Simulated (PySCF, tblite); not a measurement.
**C₂H₂ClF₃O₂S: geometry, infrared bands and NMR shifts**

What infrared bands and NMR shifts should C₂H₂ClF₃O₂S (`O=S(=O)(Cl)[C@@H](F)C(F)F`) show?

Programs: tblite 0.8.0 and PySCF 2.14.0, with density-fitted response routines of our own. Each step states its level of theory. These are calculated values for one molecule in the gas phase, unless marked as measured. Atoms count from 0, in the outputs and in this text.

## 1. The molecule as given

11 atoms, charge 0, multiplicity 1; geometry from: force field or distance geometry start.

Bonds of the start (Å): O0–S1 1.51, S1–O2 1.50, S1–Cl3 2.08, S1–C4 1.79, C4–F5 1.40, C4–C6 1.50, C6–F7 1.37, C6–F8 1.37, C4–H9 1.10, C6–H10 1.12.

## 2. Optimising the geometry with GFN2-xTB

Job settings and geometry (Å):

```
{"job": {"kind": "relax", "xc": "GFN2-xTB", "basis": "xTB"}, "charge": 0, "multiplicity": 1}
O      0.728600    -1.035800    -1.706000
S      1.171500     0.029800    -0.725300
O      1.976800     1.079700    -1.422200
Cl     2.315500    -0.810400     0.789500
C     -0.285100     0.707200     0.072400
F     -1.023500     1.326100    -0.939200
C     -1.058900    -0.461000     0.607700
F     -0.261700    -1.114000     1.516500
F     -2.221700    -0.075500     1.230700
H     -0.036100     1.478300     0.818200
H     -1.300000    -1.121800    -0.268100
```

Command:

```
OMP_NUM_THREADS=1 python probes_run.py task.json out
```

This one command runs all jobs of the session in turn.

The log of the run:

```text
step      E/eV     max force
  0    -962.76381    6.103
  1    -963.30451    1.216
  2    -963.35323    0.781
  3    -963.39312    0.596
  4    -963.41654    0.570
  5    -963.42650    0.369
  6    -963.43339    0.205
  7    -963.43776    0.180
  8    -963.44141    0.161
  9    -963.44467    0.157
 10    -963.44827    0.171
 11    -963.45256    0.252
 12    -963.45674    0.223
 13    -963.45949    0.131
 14    -963.46094    0.126
 15    -963.46215    0.125
 16    -963.46358    0.147
 17    -963.46498    0.109
 18    -963.46612    0.084
 19    -963.46698    0.082
 20    -963.46775    0.093
 21    -963.46858    0.086
 22    -963.46959    0.098
 23    -963.47093    0.119
 24    -963.47269    0.135
 25    -963.47460    0.144
 26    -963.47629    0.104
 27    -963.47778    0.101
 28    -963.47924    0.110
 29    -963.48117    0.157
 30    -963.48364    0.147
 31    -963.48622    0.130
 32    -963.48847    0.102
 33    -963.49033    0.136
 34    -963.49203    0.130
 35    -963.49354    0.103
 36    -963.49472    0.168
 37    -963.49560    0.142
 38    -963.49649    0.098
 39    -963.49785    0.076
 40    -963.49891    0.087
 41    -963.50028    0.080
 42    -963.50114    0.066
 43    -963.50172    0.051
 44    -963.50208    0.056
 45    -963.50240    0.062
 46    -963.50274    0.059
 47    -963.50302    0.049
 48    -963.50319    0.033
 49    -963.50330    0.028
 50    -963.50339    0.025
 51    -963.50350    0.036
 52    -963.50361    0.031
 53    -963.50370    0.025
 54    -963.50378    0.024
 55    -963.50387    0.035
 56    -963.50401    0.050
 57    -963.50414    0.041
 58    -963.50422    0.024
 59    -963.50428    0.021
 60    -963.50434    0.033
 61    -963.50447    0.055
 62    -963.50466    0.063
 63    -963.50490    0.045
 64    -963.50511    0.035
 65    -963.50527    0.031
 66    -963.50540    0.048
 67    -963.50551    0.041
 68    -963.50557    0.019
 69    -963.50560    0.019
 70    -963.50563    0.016
 71    -963.50565    0.020
 72    -963.50567    0.012
 73    -963.50568    0.004
```

Run time: 0.43 s. Hardware: 1 thread of Arm Neoverse V2, shared host.

The steps of the relaxation: (not every step is listed)

| step | energy from step 0 (eV) | largest force (eV/Å) |
| --- | --- | --- |
| 0 | 0.0000 | 6.1027 |
| 1 | -0.5407 | 1.2164 |
| 2 | -0.5894 | 0.7813 |
| 3 | -0.6293 | 0.5955 |
| 4 | -0.6527 | 0.5704 |
| 5 | -0.6627 | 0.3685 |
| 6 | -0.6696 | 0.2045 |
| 7 | -0.6739 | 0.1801 |
| 8 | -0.6776 | 0.1615 |
| 14 | -0.6971 | 0.1263 |
| 20 | -0.7039 | 0.0931 |
| 26 | -0.7125 | 0.1040 |
| 32 | -0.7247 | 0.1025 |
| 38 | -0.7327 | 0.0975 |
| 44 | -0.7383 | 0.0559 |
| 50 | -0.7396 | 0.0248 |
| 56 | -0.7402 | 0.0496 |
| 62 | -0.7408 | 0.0635 |
| 68 | -0.7418 | 0.0193 |
| 69 | -0.7418 | 0.0188 |
| 70 | -0.7418 | 0.0158 |
| 71 | -0.7418 | 0.0203 |
| 72 | -0.7419 | 0.0122 |
| 73 | -0.7419 | 0.0044 |

Close pairs (by a distance rule), those that changed most:

| bond | before (Å) | after (Å) | change (Å) |
| --- | --- | --- | --- |
| O0–S1 | 1.514 | 1.421 | -0.094 |
| S1–O2 | 1.495 | 1.418 | -0.077 |
| S1–Cl3 | 2.076 | 2.008 | -0.068 |
| S1–C4 | 1.794 | 1.858 | +0.065 |
| C4–F5 | 1.397 | 1.349 | -0.048 |
| C6–F7 | 1.374 | 1.347 | -0.027 |
| C6–F8 | 1.374 | 1.348 | -0.026 |
| C6–H10 | 1.123 | 1.100 | -0.023 |

The final coordinates are the input of the step that follows.

## 3. Infrared spectrum with GFN2-xTB

Job settings and geometry (Å):

```
{"job": {"kind": "ir", "xc": "GFN2-xTB", "basis": "xTB"}, "charge": 0, "multiplicity": 1}
O      0.832441    -1.238652    -1.356673
S      1.222350    -0.013765    -0.751488
O      1.835599     1.000595    -1.530000
Cl     2.442964    -0.401418     0.795246
C     -0.273261     0.709187     0.081325
F     -0.865565     1.415578    -0.903349
C     -1.136919    -0.462361     0.517783
F     -0.358800    -1.343524     1.174578
F     -2.092205    -0.073565     1.385697
H      0.010700     1.378587     0.896735
H     -1.611879    -0.967993    -0.335818
```

The log of the run:

```text
mode    cm-1     km/mol
  1      49.5      2.45
  2      65.9      0.67
  3     113.2      0.60
  4     144.5      6.45
  5     217.5     12.54
  6     226.6      0.60
  7     272.6     11.32
  8     307.3     21.11
  9     338.9     35.87
 10     381.0     13.15
 11     441.6     16.40
 12     487.1    143.54
 13     531.7    128.90
 14     566.9    173.81
 15     722.8     15.75
 16    1014.5     48.74
 17    1042.7     64.10
 18    1070.2     74.70
 19    1092.6     89.22
 20    1109.9     84.81
 21    1155.4    302.58
 22    1196.4      6.31
 23    1232.5      9.70
 24    1288.2     17.53
 25    1319.6    406.12
 26    2925.2      3.56
 27    2964.3      8.76
```

Run time: 0.33 s. Hardware: 1 thread of Arm Neoverse V2, shared host.

Which atoms move in the most intense modes:

| cm⁻¹ | km/mol | atoms |
| --- | --- | --- |
| 487 | 143.5 | S1 31 %, O0 29 %, O2 23 % |
| 532 | 128.9 | S1 40 %, F7 17 % |
| 567 | 173.8 | S1 28 %, F7 23 %, F8 15 %, F5 13 % |
| 1070 | 74.7 | C6 39 %, H9 25 %, F7 11 % |
| 1093 | 89.2 | C6 39 %, F7 17 %, C4 14 % |
| 1110 | 84.8 | C4 31 %, H9 27 %, F5 23 % |
| 1155 | 302.6 | O0 36 %, O2 32 %, S1 21 % |
| 1320 | 406.1 | S1 43 %, O2 29 %, O0 26 % |

## 4. Shielding tensors: PBE0/pcSseg-1

The job, as its differences from that of step 3:

```diff
@@ -1,2 +1,2 @@
-{"job": {"kind": "ir", "xc": "GFN2-xTB", "basis": "xTB"}, "charge": 0, "multiplicity": 1}
+{"job": {"kind": "nmr", "xc": "PBE0", "basis": "pcSseg-1"}, "charge": 0, "multiplicity": 1}
 O      0.832441    -1.238652    -1.356673
```

Method: GIAO PBE0/pcSseg-1 NMR shielding, non-relativistic, gas phase.

The log of the run:

```text
coarse grid: 12096 points
cycle   1  E = -1384.3462656760  dE =  2.292e+00  |g| = 1.409e+00  |ddm| = 3.351e+00
cycle   2  E = -1383.1970928466  dE =  1.149e+00  |g| = 2.898e+00  |ddm| = 3.029e+00
cycle   3  E = -1384.6904270278  dE = -1.493e+00  |g| = 2.280e-01  |ddm| = 2.259e+00
cycle   4  E = -1384.6972746750  dE = -6.848e-03  |g| = 1.478e-01  |ddm| = 3.098e-01
cycle   5  E = -1384.7010328095  dE = -3.758e-03  |g| = 2.621e-02  |ddm| = 1.103e-01
cycle   6  E = -1384.7011388611  dE = -1.061e-04  |g| = 1.330e-02  |ddm| = 2.716e-02
cycle   7  E = -1384.7011692455  dE = -3.038e-05  |g| = 3.765e-03  |ddm| = 1.110e-02
cycle   8  E = -1384.7011717440  dE = -2.498e-06  |g| = 8.119e-04  |ddm| = 3.071e-03
final grid: 113880 points
cycle   9  E = -1384.7947295674  dE = -3.758e-05  |g| = 1.107e-02  |ddm| = 2.283e-02
cycle  10  E = -1384.7946937182  dE =  3.585e-05  |g| = 1.759e-02  |ddm| = 2.090e-02
cycle  11  E = -1384.7947518753  dE = -5.816e-05  |g| = 2.110e-03  |ddm| = 1.361e-02
cycle  12  E = -1384.7947526567  dE = -7.814e-07  |g| = 4.511e-04  |ddm| = 1.866e-03
cycle  13  E = -1384.7947526915  dE = -3.473e-08  |g| = 1.651e-04  |ddm| = 4.070e-04
cycle  14  E = -1384.7947526952  dE = -3.759e-09  |g| = 6.413e-05  |ddm| = 1.440e-04
cycle  15  E = -1384.7947526959  dE = -6.930e-10  |g| = 2.395e-05  |ddm| = 5.907e-05
converged SCF energy = -1384.7947526959

GIAO shielding tensors (ppm)
atom      isotropic    diamagn.    paramagn.     s11        s22        s33       span
  0 O       50.386     398.881    -348.495    -35.793     74.347    112.604    148.397
  1 S      178.824    1049.190    -870.367      8.171    124.080    404.221    396.050
  2 O       44.018     394.960    -350.942    -45.344     75.813    101.584    146.928
  3 Cl     349.460    1146.011    -796.551    -10.516     83.234    975.661    986.176
  4 C       75.563     251.731    -176.169     65.344     68.749     92.596     27.251
  5 F      366.379     470.908    -104.529    313.486    359.164    426.487    113.000
  6 C       68.289     239.472    -171.184     52.713     70.630     81.524     28.811
  7 F      315.830     473.567    -157.737    213.947    321.474    412.069    198.122
  8 F      313.629     469.392    -155.763    215.313    337.218    388.357    173.044
  9 H       26.384      29.217      -2.834     24.776     26.798     27.577      2.800
 10 H       25.340      27.574      -2.233     22.665     25.780     27.575      4.910
```

Wall time 25 s (1 thread of Arm Neoverse V2, shared host); peak memory 0.8 GiB.

Shifts follow as δ = σ(reference) − σ, with reference shieldings (ppm) from runs at the same level and on the same kind of geometry: 1H TMS 31.72, 13C TMS 186.9, 19F CFCl3 170.9, 17O H2O 336.1, 33S CS2 504, 35Cl HCl 950. The references are single molecules in the gas phase, so shifts against H2O, NH3, PH3, H3PO4 or CFCl3 are not on the usual liquid scales and can be off by tens of ppm.

| atoms | environment | σ (ppm) | δ (ppm) | δ scaled to CDCl3 |
| --- | --- | --- | --- | --- |
| C6 | sp3 CH bonded to 2 F | 68.3 | 118.6 | 113.9 |
| C4 | sp3 CH bonded to F and S | 75.6 | 111.4 | 102.4 |
| H10 | hydrogen on an sp3 CH bonded to 2 F | 25.34 | 6.38 | 6.12 |
| H9 | hydrogen on an sp3 CH bonded to F and S | 26.38 | 5.33 | 5.13 |
| O2 | S=O oxygen | 44.0 | 292.1 | – |
| O0 | S=O oxygen | 50.4 | 285.7 | – |
| S1 | sulfonyl sulfur | 179 | 325 | – |
| Cl3 | chlorine bonded to S | 349 | 600 | – |
| F8 | fluorine of a CF2 group | 313.6 | -142.7 | – |
| F7 | fluorine of a CF2 group | 315.8 | -144.9 | – |
| F5 | fluorine on an sp3 carbon | 366.4 | -195.4 | – |

The scaled column applies a straight-line fit of computed shieldings to shifts measured in CDCl3, with any fitted terms for Cl, Br or S neighbours, and one for carbons that bear F (root-mean-square error 0.16 ppm for H, 1.9 ppm for C).

Charges from the same density, by scheme (e):

| atoms | Mulliken | IAO | Hirshfeld | ESP fit |
| --- | --- | --- | --- | --- |
| O0 | -0.46 | -0.83 | -0.27 | -0.37 |
| S1 | 0.96 | 1.95 | 0.50 | 0.75 |
| O2 | -0.45 | -0.81 | -0.27 | -0.38 |
| Cl3 | -0.10 | -0.24 | -0.03 | -0.06 |
| C4 | 0.01 | -0.03 | 0.04 | -0.09 |
| F5 | -0.27 | -0.27 | -0.06 | -0.11 |
| C6 | 0.55 | 0.43 | 0.14 | 0.39 |
| F7 | -0.28 | -0.29 | -0.08 | -0.22 |
| F8 | -0.28 | -0.28 | -0.09 | -0.19 |

Mayer bond orders: O0–S1 1.77, S1–O2 1.81, S1–Cl3 0.88, S1–C4 0.77, C4–F5 0.92, C4–C6 0.95, C6–F7 0.96, C6–F8 0.97.

## 5. Summary of results

```
                                 quantity                       value
strongest single infrared mode (GFN2-xTB)       1320 cm⁻¹, 406 km/mol
             zero-point energy (GFN2-xTB)               31.8 kcal/mol
   13C shifts against TMS (PBE0/pcSseg-1)            118.6, 111.4 ppm
    1H shifts against TMS (PBE0/pcSseg-1)              6.38, 5.33 ppm
   17O shifts against H2O (PBE0/pcSseg-1)            292.1, 285.7 ppm
   33S shifts against CS2 (PBE0/pcSseg-1)                     325 ppm
  35Cl shifts against HCl (PBE0/pcSseg-1)                     600 ppm
 19F shifts against CFCl3 (PBE0/pcSseg-1)  -142.7, -144.9, -195.4 ppm
```

What this shows: The optimisation took 73 steps and gained 0.742 eV; among the close pairs (by a distance rule), O0–S1 changed most, from 1.514 to 1.421 Å. No mode is imaginary among the 27: a minimum at this level. The strongest single mode, at 1320 cm⁻¹, has its largest shares on S1, O2 and O0 (the list is cut at 3 atoms). Unscaled tight-binding wavenumbers are off by several per cent, some by more. Its intensities can rank the bands wrongly. The most deshielded hydrogen is H10 (hydrogen on an sp3 CH bonded to 2 F), at 6.38 ppm: its carbon carries F, an electronegative neighbour. At PBE0/pcSseg-1: The largest span, 986 ppm, is at Cl3, where the paramagnetic term is -797 ppm.
